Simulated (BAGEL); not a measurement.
# SiH2OF2 (SMILES O[SiH](F)F) at HF/6-311+G(d,p) (density fitting with qzvpp-jkfit)

What is the vertical electron affinity of SiH2OF2 at HF/6-311+G** (density fitting with qzvpp-jkfit)? 

The results are computed with BAGEL 1.2.2.

**1. Starting point**

SiH2OF2 has 6 atoms, charge 0, and is taken as a singlet. As SMILES, `O[SiH](F)F`. The coordinates come from a PBE0-D4/def2-TZVP relaxation. This is one conformer, not always the lowest.

Bond lengths: O1–Si2 1.614 Å, Si2–F3 1.584 Å, Si2–F4 1.584 Å, O1–H5 0.958 Å, Si2–H6 1.463 Å. Angles: O1–Si2–F3 111.2°, O1–Si2–F4 111.2°, F3–Si2–F4 105.5°, O1–Si2–H6 108.6°, F3–Si2–H6 110.2°, F4–Si2–H6 110.2°, Si2–O1–H5 120.9°.

**2. The energy at HF/6-311+G(d,p) (density fitting with qzvpp-jkfit)**

File hf.json:

```json
{ "bagel": [

{
  "title": "molecule",
  "basis": "6-311+gss.json",
  "df_basis": "qzvpp-jkfit",
  "angstrom": true,
  "geometry": [
    { "atom": "O", "xyz": [    0.027700,    1.137900,   -0.556400 ] },
    { "atom": "Si", "xyz": [    0.121400,   -0.236200,    0.285200 ] },
    { "atom": "F", "xyz": [    0.731800,   -1.405100,   -0.592400 ] },
    { "atom": "F", "xyz": [   -1.315500,   -0.739700,    0.722100 ] },
    { "atom": "H", "xyz": [   -0.477400,    1.183000,   -1.369500 ] },
    { "atom": "H", "xyz": [    0.954100,   -0.003800,    1.464900 ] }
  ]
},
{ "title": "hf" },
{ "title": "print", "file": "orbitals.molden", "orbitals": true }

]}
```

The basis set 6-311+G** is read from a file made from the Basis Set Exchange's data (not shown).

Launch:

```bash
$ BAGEL_NUM_THREADS=1 BAGEL hf.json > hf.out
```

The program printed:

```text
* using 1 threads per process

  ===============================================================
  ===============================================================

  *** Geometry ***

  { "atom" : "O", "xyz" : [      0.052345,      2.150319,     -1.051444 ] },
  { "atom" : "Si", "xyz" : [      0.229413,     -0.446353,      0.538950 ] },
  { "atom" : "F", "xyz" : [      1.382902,     -2.655254,     -1.119474 ] },
  { "atom" : "F", "xyz" : [     -2.485935,     -1.397830,      1.364571 ] },
  { "atom" : "H", "xyz" : [     -0.902155,      2.235546,     -2.587980 ] },
  { "atom" : "H", "xyz" : [      1.802988,     -0.007181,      2.768260 ] },

  Number of auxiliary basis functions:      395

  Since a DF basis is specified, we compute 2- and 3-index integrals:
    o Being stored without compression. Storage requirement is 0.037 GB

  Number of basis functions:      108
  Number of electrons      :       42

    * METHOD: MOLECULE                             0.27

  *** RHF ***

  === Nuclear Repulsion ===
   188.4139496484

      * DIIS with orbital gradients will be used.

  === RHF iteration (6-311+gss.json) ===
      0       -563.63298034          0.03714342           0.08
      1       -563.91595585          0.02569725           0.08
      2       -564.10955454          0.00142359           0.08
      3       -564.11100185          0.00020853           0.08
      4       -564.11103646          0.00006381           0.08
      5       -564.11103966          0.00001529           0.07
      6       -564.11103985          0.00000470           0.08
      7       -564.11103986          0.00000171           0.09
      8       -564.11103987          0.00000026           0.07
      9       -564.11103987          0.00000008           0.08
     10       -564.11103987          0.00000003           0.08
     11       -564.11103987          0.00000001           0.08
    * SCF iteration converged.

    * Permanent dipole moment:
           (    0.024524,    -0.404048,     0.245579) a.u.

    * METHOD: HF                                   1.15

    * METHOD: PRINT                                0.03

  ===============================================================
```

Wall time 1.7 s (1 thread of Intel Xeon Platinum 8259CL at 2.50GHz (Skylake/Cascade Lake), shared host); peak memory 0.12 GiB.

**3. The doublet anion at the same level**

File job.json:

```json
{ "bagel" : [

{
  "title" : "molecule",
  "basis" : "6-311+gss.json",
  "df_basis" : "qzvpp-jkfit",
  "angstrom" : true,
  "geometry" : [
    { "atom" : "O", "xyz" : [    0.027700,    1.137900,   -0.556400 ] },
    { "atom" : "Si", "xyz" : [    0.121400,   -0.236200,    0.285200 ] },
    { "atom" : "F", "xyz" : [    0.731800,   -1.405100,   -0.592400 ] },
    { "atom" : "F", "xyz" : [   -1.315500,   -0.739700,    0.722100 ] },
    { "atom" : "H", "xyz" : [   -0.477400,    1.183000,   -1.369500 ] },
    { "atom" : "H", "xyz" : [    0.954100,   -0.003800,    1.464900 ] }
  ]
},
{
  "title" : "uhf",
  "charge" : -1,
  "nopen" : 1
},
{
  "title" : "print",
  "file" : "orbitals.molden",
  "orbitals" : true
}

]}
```

The basis set 6-311+G** is read from a file made from the Basis Set Exchange's data (not shown).

Launch:

```bash
$ BAGEL_NUM_THREADS=1 BAGEL job.json > job.out
```

The program printed:

```text
* using 1 threads per process

  ===============================================================
  ===============================================================

  *** Geometry ***

  { "atom" : "O", "xyz" : [      0.052345,      2.150319,     -1.051444 ] },
  { "atom" : "Si", "xyz" : [      0.229413,     -0.446353,      0.538950 ] },
  { "atom" : "F", "xyz" : [      1.382902,     -2.655254,     -1.119474 ] },
  { "atom" : "F", "xyz" : [     -2.485935,     -1.397830,      1.364571 ] },
  { "atom" : "H", "xyz" : [     -0.902155,      2.235546,     -2.587980 ] },
  { "atom" : "H", "xyz" : [      1.802988,     -0.007181,      2.768260 ] },

  Number of auxiliary basis functions:      395

  Since a DF basis is specified, we compute 2- and 3-index integrals:
    o Being stored without compression. Storage requirement is 0.037 GB

  Number of basis functions:      108
  Number of electrons      :       42

    * METHOD: MOLECULE                             0.26

  *** Open-shell HF ***

  === Nuclear Repulsion ===
   188.4139496484

      * DIIS with orbital gradients will be used.

  === UHF iteration (6-311+gss.json) ===
      0       -563.39650464          0.07698310           0.16
      1       -563.73865214          0.06222442           0.16
      2       -563.92065034          0.04028599           0.16
      3       -564.05214576          0.00191847           0.19
      4       -564.05502563          0.00100271           0.16
      5       -564.05564101          0.00037427           0.16
      6       -564.05583232          0.00010346           0.16
      7       -564.05586595          0.00006071           0.16
      8       -564.05588288          0.00003655           0.16
      9       -564.05588988          0.00002681           0.18
     10       -564.05589500          0.00001514           0.16
     11       -564.05589688          0.00000794           0.16
     12       -564.05589727          0.00000513           0.16
     13       -564.05589740          0.00000130           0.16
     14       -564.05589741          0.00000042           0.16
     15       -564.05589741          0.00000018           0.16
     16       -564.05589741          0.00000007           0.16
     17       -564.05589741          0.00000004           0.16
     18       -564.05589741          0.00000003           0.17
     19       -564.05589741          0.00000002           0.16
     20       -564.05589741          0.00000001           0.16
     21       -564.05589741          0.00000001           0.16
    * SCF iteration converged.

    * S^2 (UHF) is 0.7505

    * Permanent dipole moment:
           (   -1.113217,     0.934197,    -2.215022) a.u.

    * METHOD: UHF                                  3.77

    * METHOD: PRINT                                0.02

  ===============================================================
```

It took 4.5 s on 1 thread of Intel Xeon Platinum 8259CL at 2.50GHz (Skylake/Cascade Lake), shared host; peak memory 0.12 GiB.

**4. Summary of results**

Level: HF/6-311+G** (density fitting with qzvpp-jkfit).

| quantity | value |
| --- | --- |
| singlet SiH2OF2: total energy | -564.11104 Eh |
| singlet SiH2OF2: dipole moment | 1.20 D |
| singlet SiH2OF2: HOMO energy | -14.96 eV |
| singlet SiH2OF2: LUMO energy | 1.58 eV |
| singlet SiH2OF2: HOMO–LUMO gap | 16.54 eV |
| doublet anion: total energy | -564.05590 Eh |
| doublet anion: ⟨S²⟩ | 0.750 |
| vertical electron affinity (to the doublet anion) | -1.501 eV |

In words: The anion lies 1.50 eV (35 kcal/mol) above the neutral: the electron isn't bound at this level, and such a value depends on the basis. Hartree–Fock misses the correlation that binds many anions.
